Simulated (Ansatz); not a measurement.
# BaMgTiO3: the cost of one run

Program: Ansatz 0.2.0. Level of theory: DFT PBE+U, scalar-relativistic, plane waves, PAW. These are calculated values, not measurements.

1 further run of the same task is left out (set aside as unsound or not needed).

### Step 1. Starting point

Symmetry: Cm, No. 8, monoclinic system. The conventional cell has a = 8.489 Å, b = 6.245 Å, c = 4.729 Å, α = 90.00°, β = 111.82°, γ = 90.00°. Around Ba (site symmetry m) lie 3 O at 2.63 to 2.85 Å. Mg (site symmetry m) is surrounded by 3 O at 1.97 to 1.98 Å. Around Ti (site symmetry m) lie 3 O at 1.82 Å. Around O (site symmetry 1) lie 1 Ti at 1.82 Å and 1 Mg at 1.97 Å. O (site symmetry m) has 1 Ti at 1.82 Å and 1 Mg at 1.98 Å and 1 Ba at 2.63 Å as nearest neighbours.

Structure file:

```xyz
6
Lattice="4.2446 -3.1223 0.0000 4.2446 3.1223 0.0000 -1.7582 0.0000 4.3905" Properties=species:S:1:pos:R:3 pbc="T T T"
Ba   -1.3324    0.0000    4.2486
Mg    1.7530    0.0000    2.9788
Ti    4.2487    0.0000    1.7994
O     4.9497    1.6195    2.2627
O     4.9497   -1.6195    2.2627
O     2.9795    0.0000    0.4972
```

The structure comes from the Materials Project (structure only).

### Step 2. A distortion that keeps the symmetry

The change: strain xx, yy, zz, yz, xz, xy = -2.3, -1.0, +4.4, +0.0, +2.8, +0.0 %; atoms moved by 0.10 Å root mean square, at most 0.15 Å.

The input, input.yaml:

```yaml
crystal:
  lattice:
    - [4.1468604902, -3.0920593766, 0.1179566143]
    - [4.1468604902, 3.0920593766, 0.1179566143]
    - [-1.5956927837, 0.0, 4.5332336169]
  atoms:
    - { symbol: Ba, position: [0.0475422192, 0.0475422192, 0.9723026736] }
    - { symbol: Mg, position: [0.3663708424, 0.3663708424, 0.6925195454] }
    - { symbol: Ti, position: [0.5870139188, 0.5870139188, 0.3897381235] }
    - { symbol: O, position: [0.4178146699, 0.9404040424, 0.506799019] }
    - { symbol: O, position: [0.9404040424, 0.4178146699, 0.506799019] }
    - { symbol: O, position: [0.3707543073, 0.3707543073, 0.1318416094] }
basis:
  ecutwfc: 420
kpoints:
  mp_grid: { grid: [6, 6, 6] }
hamiltonian:
  xc: pbe
  hubbard: { sites: [{ species: Ti, l: d, u_eff: 4.0 }] }
scf:
  occupations: { method: gaussian, width: 0.02 }
output:
  forces: true
  stress: true
  eigenvalues: true
```

Command:

```sh
> ansatz run input.yaml --threads 1 --pin off --max-ram 2560MiB --backend cpu --events-out ev --progress --plain --runs-dir out
```

Q: Estimate wall time and peak memory on 1 thread of an x86-64 CPU, shared host.

About 89 s, with a peak of 0.63 GiB.
